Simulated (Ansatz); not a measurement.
# C₂H₉AsSi: how energies converge with the basis set

The task here is to estimate one member of a computed series from the others.

Computed with Ansatz 0.2.0, Gaussian basis. Level: one geometry, several basis sets.

The runs, in order: PBE0-D4/def2-SVP; ωB97M-V/def2-SVP; PBE0-D4/def2-QZVPP; ωB97M-V/def2-QZVPP; the functionals' def2-TZVPP values are taken from earlier runs.

### The geometry

An earlier PBE0-D4 in a triple-zeta def2 set relaxation fixed the geometry.

13 atoms, charge 0, spin multiplicity 1.

Atoms are counted from 1 here; the program's logs count them from 0.

Bond lengths: C1–As2 1.975 Å, C1–H5 1.090 Å, C1–H6 1.091 Å, C1–H7 1.091 Å, As2–C3 1.975 Å, As2–Si4 2.359 Å, C3–H8 1.091 Å, C3–H9 1.090 Å, C3–H10 1.091 Å, Si4–H11 1.488 Å, Si4–H12 1.492 Å, Si4–H13 1.488 Å. Angles: As2–C1–H5 109.3°, As2–C1–H6 112.0°, As2–C1–H7 108.3°, H5–C1–H6 109.5°, H5–C1–H7 108.4°, H6–C1–H7 109.3°, C1–As2–C3 97.5°, C1–As2–Si4 95.8°, C3–As2–Si4 95.8°, As2–C3–H8 112.0°, As2–C3–H9 109.3°, As2–C3–H10 108.3°, H8–C3–H9 109.5°, H8–C3–H10 109.3°, H9–C3–H10 108.4°, As2–Si4–H11 109.9°, As2–Si4–H12 111.2°, As2–Si4–H13 109.9° and more.

Coordinates:

```
C    -0.54105    1.69080    0.02722
As    0.63127    0.37603   -0.86676
C     1.60277   -0.23926    0.73939
Si   -0.94527   -1.37827   -0.87821
H    -1.31108    2.01966   -0.67132
H    -1.01249    1.27817    0.92002
H     0.06386    2.55489    0.30576
H     0.92653   -0.46784    1.56404
H     2.18469   -1.12706    0.48989
H     2.29122    0.54955    1.04595
H    -0.28474   -2.65001   -1.27949
H    -1.55552   -1.56456    0.47029
H    -2.02969   -1.07709   -1.85187
```

The first run:

in.yaml reads:

```yaml
crystal:
  periodic: [false, false, false]
  atoms:
    - {symbol: C, position_ang: [-0.541049, 1.690796, 0.027217]}
    - {symbol: As, position_ang: [0.631268, 0.376029, -0.866755]}
    - {symbol: C, position_ang: [1.602774, -0.239261, 0.739391]}
    - {symbol: Si, position_ang: [-0.945274, -1.378275, -0.878212]}
    - {symbol: H, position_ang: [-1.311080, 2.019662, -0.671322]}
    - {symbol: H, position_ang: [-1.012487, 1.278166, 0.920015]}
    - {symbol: H, position_ang: [0.063861, 2.554894, 0.305763]}
    - {symbol: H, position_ang: [0.926527, -0.467843, 1.564035]}
    - {symbol: H, position_ang: [2.184688, -1.127059, 0.489888]}
    - {symbol: H, position_ang: [2.291224, 0.549553, 1.045953]}
    - {symbol: H, position_ang: [-0.284735, -2.650012, -1.279491]}
    - {symbol: H, position_ang: [-1.555521, -1.564556, 0.470287]}
    - {symbol: H, position_ang: [-2.029695, -1.077094, -1.851870]}
basis:
  gaussian: {orbitals: def2-SVP}
hamiltonian: {xc: pbe0, dispersion: d4}
output: {orbitals: {seedname: orbitals}}
```

Steps of the session up to this table: PBE0-D4 in def2-SVP; ωB97M-V in def2-SVP; PBE0-D4 in def2-QZVPP; ωB97M-V in def2-QZVPP.

One table of the session follows, with a row left open; its other results are not shown here.

It belongs to the step «Functionals by basis». 

```
functional       basis  HOMO (eV)  LUMO (eV)
   PBE0-D4    def2-SVP      -6.63       0.58
   PBE0-D4  def2-TZVPP          ?          ?
   PBE0-D4  def2-QZVPP      -6.68       0.06
   ωB97M-V    def2-SVP      -8.69       2.38
   ωB97M-V  def2-TZVPP      -8.72       1.88
   ωB97M-V  def2-QZVPP      -8.75       1.46
```

Estimate the missing values for PBE0-D4, def2-TZVPP.

**Answer.** HOMO (eV): -6.65; LUMO (eV): 0.26. In the column «HOMO (eV)» it lies between PBE0-D4, def2-QZVPP (-6.68) and PBE0-D4, def2-SVP (-6.63).
